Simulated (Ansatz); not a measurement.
# C3H5GaO: one species, many methods

How much do the methods differ for C3H5GaO? The plan is to run it at one geometry with functionals of several rungs and with coupled cluster. The yardstick is the atomisation energy at the CCSD(T) limit.

Program: Ansatz 0.2.0, Gaussian basis. Level of theory: functionals in def2-TZVPP, the program's frozen cores in correlated methods. These are calculated values, not measurements.

Plan: LDA (SPW92), PBE-D4, revPBE-D4, BLYP-D4, r2SCAN-D4, B97M-V, PBE0-D4, B3LYP-D4, r2SCANh-D4, r2SCAN0-D4, HSE06-D4, BHLYP-D4, CAM-B3LYP-D4, LC-ωPBE, ωB97X-V, ωB97M-V, B2PLYP, PBE-QIDH; CCSD(T)/def2-SVP; CCSD(T)/def2-TZVPP; MP2/def2-QZVPP; extrapolation to the limit; RPA on PBE.

## (1) Structure used throughout

All runs share one geometry, relaxed beforehand with PBE0-D4 in a triple-zeta def2 set.

SMILES `OC#C[CH2][GaH2]`, 10 atoms, charge 0, spin multiplicity 1.

Atoms are counted from 1 here; the program's logs count them from 0.

Bond lengths: O1–C2 1.309 Å, O1–H6 0.964 Å, C2–C3 1.202 Å, C3–C4 1.443 Å, C4–Ga5 1.987 Å, C4–H7 1.097 Å, C4–H8 1.096 Å, Ga5–H9 1.569 Å, Ga5–H10 1.574 Å. Angles: C2–O1–H6 109.9°, O1–C2–C3 175.2°, C2–C3–C4 177.0°, C3–C4–Ga5 113.2°, C3–C4–H7 111.8°, C3–C4–H8 111.8°, Ga5–C4–H7 106.8°, Ga5–C4–H8 106.9°, H7–C4–H8 105.8°, C4–Ga5–H9 120.4°, C4–Ga5–H10 118.3°, H9–Ga5–H10 121.3°.

Geometry (Å):

```csv
atom,x (Å),y (Å),z (Å)
O1,-0.7050,-0.8057,2.9809
C2,-0.4136,-0.7029,1.7090
C3,-0.1496,-0.7095,0.5369
C4,0.1703,-0.6429,-0.8689
Ga5,0.3946,1.2161,-1.5340
H6,-0.7575,0.0714,3.3771
H7,-0.6069,-1.1095,-1.4860
H8,1.0984,-1.1785,-1.1015
H9,0.2097,2.4347,-0.5629
H10,0.7596,1.4268,-3.0506
```

## (2) LDA

This LDA is Slater exchange with PW92 correlation.

in.yaml

```yaml
crystal:
  periodic: [false, false, false]
  atoms:
    - {symbol: O, position_ang: [-0.705000, -0.805696, 2.980904]}
    - {symbol: C, position_ang: [-0.413572, -0.702870, 1.709050]}
    - {symbol: C, position_ang: [-0.149580, -0.709543, 0.536876]}
    - {symbol: C, position_ang: [0.170267, -0.642915, -0.868891]}
    - {symbol: Ga, position_ang: [0.394586, 1.216115, -1.533973]}
    - {symbol: H, position_ang: [-0.757515, 0.071381, 3.377051]}
    - {symbol: H, position_ang: [-0.606882, -1.109507, -1.486024]}
    - {symbol: H, position_ang: [1.098362, -1.178473, -1.101510]}
    - {symbol: H, position_ang: [0.209697, 2.434706, -0.562880]}
    - {symbol: H, position_ang: [0.759616, 1.426783, -3.050593]}
basis:
  gaussian: {orbitals: def2-TZVPP}
hamiltonian: {xc: lda}
output: {orbitals: {seedname: orbitals}}
```

On the command line:

```sh
> ansatz run in.yaml --threads 4 --pin off --events-out ev --progress --plain --max-ram 10444MiB
```

The runs that follow: PBE-D4 (GGA); revPBE-D4 (GGA); BLYP-D4 (GGA); r2SCAN-D4 (meta-GGA); B97M-V (meta-GGA); B3LYP-D4 (hybrid); r2SCANh-D4 (hybrid); r2SCAN0-D4 (hybrid); HSE06-D4 (hybrid); BHLYP-D4 (hybrid); CAM-B3LYP-D4 (range-separated); LC-ωPBE (range-separated); ωB97X-V (range-separated); ωB97M-V (range-separated); B2PLYP (double hybrid); PBE-QIDH (double hybrid); CCSD(T) in def2-SVP; CCSD(T) in def2-TZVPP; MP2 in def2-QZVPP; RPA on PBE orbitals.

**Question.** What will the summary of the whole plan be? Wanted: atomisation energy, CCSD(T)/CBS; farthest beyond LDA; mean size of error, GGA; mean size of error, meta-GGA; mean size of error, hybrid; mean size of error, range-separated; mean size of error, double hybrid; gap, smallest and largest; T1 diagnostic.

**Answer**, as computed:

| quantity | value |
| --- | --- |
| atomisation energy, CCSD(T)/CBS | 38.164 eV |
| functionals within 0.382 eV (1.0 %) | revPBE-D4, BLYP-D4, r2SCAN-D4, B97M-V, PBE0-D4, B3LYP-D4, r2SCANh-D4, HSE06-D4, CAM-B3LYP-D4, LC-ωPBE, ωB97X-V, ωB97M-V, B2PLYP, PBE-QIDH |
| farthest beyond LDA | BHLYP-D4 (-1.515 eV) |
| mean size of error, GGA | 0.411 eV |
| mean size of error, meta-GGA | 0.155 eV |
| mean size of error, hybrid | 0.476 eV |
| mean size of error, range-separated | 0.081 eV |
| mean size of error, double hybrid | 0.212 eV |
| gap, smallest and largest | 2.98 eV (LDA (SPW92)), 9.83 eV (LC-ωPBE) |
| T1 diagnostic | 0.0129 |
| triples share of the correlation energy | 4.3 % |

**Reading.** The LDA atomisation energy is off by 6.437 eV (17 %): it overbinds. PBE-D4 misses by +1.165 eV. Double hybrids carry the basis error of their MP2 part in triple zeta, and no dispersion term here, so their miss is partly the set-up's. The rungs range-separated, meta-GGA, double hybrid miss on average by less than the doubt on the reference (0.382 eV), so they tie. The reference freezes the cores and leaves out relativity and excitations past (T), and its outer-core shells are covered unevenly, so misses under about 0.382 eV can't be ranked. Hartree-Fock recovers 70 % of the binding; the rest is correlation. CCSD(T) in def2-SVP is off by -1.856 eV, more than most functionals: a good method in a small basis is no reference. The gap grows from 3.0 to 9.8 eV across the functionals, mostly with the share of exact exchange. Correlated methods include outer-core shells of Ga, which these sets cover unevenly.
